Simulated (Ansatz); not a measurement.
# Cl3HTi: the cost of one run

Method: PBE0-D4/def2-TZVP structures, single points in def2-TZVPP, no counterpoise correction; program: Ansatz 0.2.0, Gaussian basis.

Levels: SPW92, PBE-D4, BLYP-D4, r2SCAN-D4, B97M-V, PBE0-D4, B3LYP-D4, r2SCAN0-D4, BHLYP-D4, CAM-B3LYP-D4, wB97X-V, wB97M-V, B2PLYP, PBE-QIDH, RPA on PBE, Hartree-Fock, MP2, CCSD, CCSD(T).

Cores are frozen in the correlated methods. B3LYP uses VWN-RPA correlation. B2PLYP carries no dispersion term here.

94 further runs of the same task are left out: 94 set aside as unsound or not needed. Runs told in other sessions of the task aren't counted.

## Step 1: The starting structure

The complex: 8 atoms, charge 0, spin multiplicity 1.

Atoms are counted from 1 here; the program's logs count them from 0.

Bond lengths: Ti1–O2 2.208 Å, Ti1–Cl3 2.176 Å, Ti1–Cl4 2.235 Å, Ti1–Cl5 2.181 Å, Ti1–H7 1.670 Å, O2–H6 0.961 Å, O2–H8 0.965 Å. Angles: O2–Ti1–Cl3 157.5°, O2–Ti1–Cl4 81.6°, O2–Ti1–Cl5 90.8°, O2–Ti1–H7 73.5°, Cl3–Ti1–Cl4 102.5°, Cl3–Ti1–Cl5 105.4°, Cl3–Ti1–H7 86.1°, Cl4–Ti1–Cl5 120.5°, Cl4–Ti1–H7 122.8°, Cl5–Ti1–H7 110.7°, Ti1–O2–H6 116.4°, Ti1–O2–H8 111.0°, H6–O2–H8 108.7°.

Geometry (Å):

```xyz
8
charge 0, multiplicity 1
Ti   -0.1610    0.1869   -0.7389
O     0.1328   -0.0479    1.4371
Cl    0.2793   -0.0116   -2.8604
Cl   -1.6199   -1.4705   -0.3902
Cl   -0.7629    2.2650   -0.4652
H     1.0407   -0.1505    1.7366
H     1.4820    0.0112   -0.4980
H    -0.3908   -0.7826    1.7790
```

Its parts: TiHCl3 holds atoms 1, 3, 4, 5, 7; H2O holds atoms 2, 6, 8. Each part counts its atoms afresh in its own runs.

## Step 2: Relaxing TiHCl3 alone

File relax-a/in.yaml:

```yaml
crystal:
  periodic: [false, false, false]
  atoms:
    - {symbol: Ti, position_ang: [-0.161037, 0.186887, -0.738864]}
    - {symbol: Cl, position_ang: [0.279334, -0.011603, -2.860405]}
    - {symbol: Cl, position_ang: [-1.619904, -1.470463, -0.390245]}
    - {symbol: Cl, position_ang: [-0.762905, 2.265038, -0.465169]}
    - {symbol: H, position_ang: [1.481977, 0.011151, -0.498009]}
basis:
  gaussian: {orbitals: def2-TZVP}
hamiltonian: {xc: pbe0, dispersion: d4}
relax: {f_tol: 0.005, max_steps: 200}
```

Started as:

```
> ansatz run in.yaml --threads 8 --pin off --events-out ev --progress --plain --max-ram 19148MiB
```

**Question.** How long does this run take on 8 threads of Arm Neoverse V2, shared host?

About 11 s.
